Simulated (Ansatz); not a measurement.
# ClF₉Si₃Sn: up Jacob's ladder to CCSD(T)

One table from this session's results is given with a row withheld; the runs are named, their logs left out.

Method: functionals in def2-TZVPP, the program's frozen cores in correlated methods; program: Ansatz 0.2.0, Gaussian basis.

The runs, in order: LDA (SPW92), PBE-D4, revPBE-D4, BLYP-D4, r2SCAN-D4, B97M-V, PBE0-D4, B3LYP-D4, r2SCANh-D4, r2SCAN0-D4, HSE06-D4, BHLYP-D4, CAM-B3LYP-D4, LC-ωPBE, ωB97X-V, ωB97M-V, B2PLYP, PBE-QIDH; CCSD(T)/def2-SVP; CCSD(T)/def2-TZVPP; MP2/def2-QZVPP; extrapolation to the limit; RPA on PBE.

## The geometry

The geometry comes from an earlier relaxation with PBE0-D4 in a triple-zeta def2 set; it is a stationary point, not always the lowest conformer. Sn takes the def2 core potential; no spin-orbit term is included.

SMILES `F[Si](F)(F)[Sn]([Cl])([Si](F)(F)F)[Si](F)(F)F`, 14 atoms, charge 0, spin multiplicity 1.

Atoms are counted from 1 here; the program's logs count them from 0.

Bond lengths: F1–Si2 1.577 Å, Si2–F3 1.574 Å, Si2–F4 1.574 Å, Si2–Sn5 2.559 Å, Sn5–Cl6 2.333 Å, Sn5–Si7 2.559 Å, Sn5–Si11 2.559 Å, Si7–F8 1.577 Å, Si7–F9 1.574 Å, Si7–F10 1.574 Å, Si11–F12 1.577 Å, Si11–F13 1.574 Å, Si11–F14 1.574 Å. Angles: F1–Si2–F3 108.1°, F1–Si2–F4 108.1°, F1–Si2–Sn5 109.8°, F3–Si2–F4 108.3°, F3–Si2–Sn5 111.2°, F4–Si2–Sn5 111.2°, Si2–Sn5–Cl6 105.4°, Si2–Sn5–Si7 113.2°, Si2–Sn5–Si11 113.2°, Cl6–Sn5–Si7 105.4°, Cl6–Sn5–Si11 105.4°, Si7–Sn5–Si11 113.2°, Sn5–Si7–F8 109.8°, Sn5–Si7–F9 111.2°, Sn5–Si7–F10 111.2°, F8–Si7–F9 108.1°, F8–Si7–F10 108.1°, F9–Si7–F10 108.3° and more.

Coordinates:

```
F     2.8249   -0.4695    1.2268
Si    2.4548   -0.1099   -0.2638
F     3.0119   -1.2510   -1.1945
F     3.1848    1.2338   -0.6381
Sn   -0.0837    0.1189   -0.4964
Cl   -0.4561    0.6622   -2.7349
Si   -1.0467    2.0723    0.8480
F    -0.8345    1.8163    2.3899
F    -2.5907    2.2366    0.5879
F    -0.3356    3.4264    0.4749
Si   -1.3336   -2.0814   -0.1135
F    -1.1486   -2.5483    1.3818
F    -0.7845   -3.2195   -1.0524
F    -2.8752   -1.9159   -0.3867
```

Set-up of the first run:

in.yaml reads:

```yaml
crystal:
  periodic: [false, false, false]
  atoms:
    - {symbol: F, position_ang: [2.824867, -0.469516, 1.226805]}
    - {symbol: Si, position_ang: [2.454830, -0.109917, -0.263813]}
    - {symbol: F, position_ang: [3.011874, -1.251037, -1.194466]}
    - {symbol: F, position_ang: [3.184777, 1.233792, -0.638103]}
    - {symbol: Sn, position_ang: [-0.083666, 0.118933, -0.496432]}
    - {symbol: Cl, position_ang: [-0.456090, 0.662166, -2.734934]}
    - {symbol: Si, position_ang: [-1.046690, 2.072280, 0.847972]}
    - {symbol: F, position_ang: [-0.834463, 1.816284, 2.389926]}
    - {symbol: F, position_ang: [-2.590702, 2.236593, 0.587924]}
    - {symbol: F, position_ang: [-0.335614, 3.426379, 0.474851]}
    - {symbol: Si, position_ang: [-1.333603, -2.081386, -0.113508]}
    - {symbol: F, position_ang: [-1.148645, -2.548311, 1.381819]}
    - {symbol: F, position_ang: [-0.784495, -3.219547, -1.052420]}
    - {symbol: F, position_ang: [-2.875180, -1.915914, -0.386720]}
basis:
  gaussian: {orbitals: def2-TZVPP}
hamiltonian: {xc: lda}
output: {orbitals: {seedname: orbitals}}
```

Started as:

```console
ansatz run in.yaml --threads 11 --pin off --events-out ev --progress --plain --max-ram 120832MiB --backend cuda --devices 0, --max-vram 75GiB
```

Among the steps run: LDA; PBE-D4 (GGA); revPBE-D4 (GGA); BLYP-D4 (GGA); r2SCAN-D4 (meta-GGA); B97M-V (meta-GGA); B3LYP-D4 (hybrid); r2SCANh-D4 (hybrid); r2SCAN0-D4 (hybrid); HSE06-D4 (hybrid); BHLYP-D4 (hybrid); CAM-B3LYP-D4 (range-separated); LC-ωPBE (range-separated); ωB97X-V (range-separated); ωB97M-V (range-separated); B2PLYP (double hybrid); PBE-QIDH (double hybrid).

One table of the session follows, with a row left open; its other results are not shown here.

It belongs to the step «Orbital energies across the functionals». 

| functional | HOMO (eV) | LUMO (eV) | gap (eV) |
| --- | --- | --- | --- |
| LDA (SPW92) | -7.87 | -3.52 | 4.35 |
| PBE-D4 | -7.67 | -3.19 | 4.48 |
| revPBE-D4 | -7.59 | -3.04 | 4.55 |
| BLYP-D4 | -7.53 | -3.04 | 4.49 |
| r2SCAN-D4 | -8.00 | -3.07 | 4.92 |
| B97M-V | -8.08 | -3.08 | 5.00 |
| PBE0-D4 | -9.00 | -2.50 | 6.50 |
| B3LYP-D4 | -8.76 | -2.66 | 6.10 |
| r2SCANh-D4 | -8.48 | -2.82 | 5.66 |
| r2SCAN0-D4 | -9.20 | -2.44 | 6.76 |
| HSE06-D4 | -8.60 | -2.87 | 5.74 |
| BHLYP-D4 | -10.19 | -1.69 | 8.50 |
| CAM-B3LYP-D4 | -10.30 | -1.49 | 8.80 |
| LC-ωPBE | -11.56 | -0.38 | 11.18 |
| ωB97X-V | ? | ? | ? |
| ωB97M-V | -11.03 | -0.70 | 10.33 |

**Question.** Estimate the row for ωB97X-V.

As computed: HOMO (eV): -11.23; LUMO (eV): -0.50; gap (eV): 10.73. In the column «HOMO (eV)» it lies between LC-ωPBE (-11.56) and ωB97M-V (-11.03).
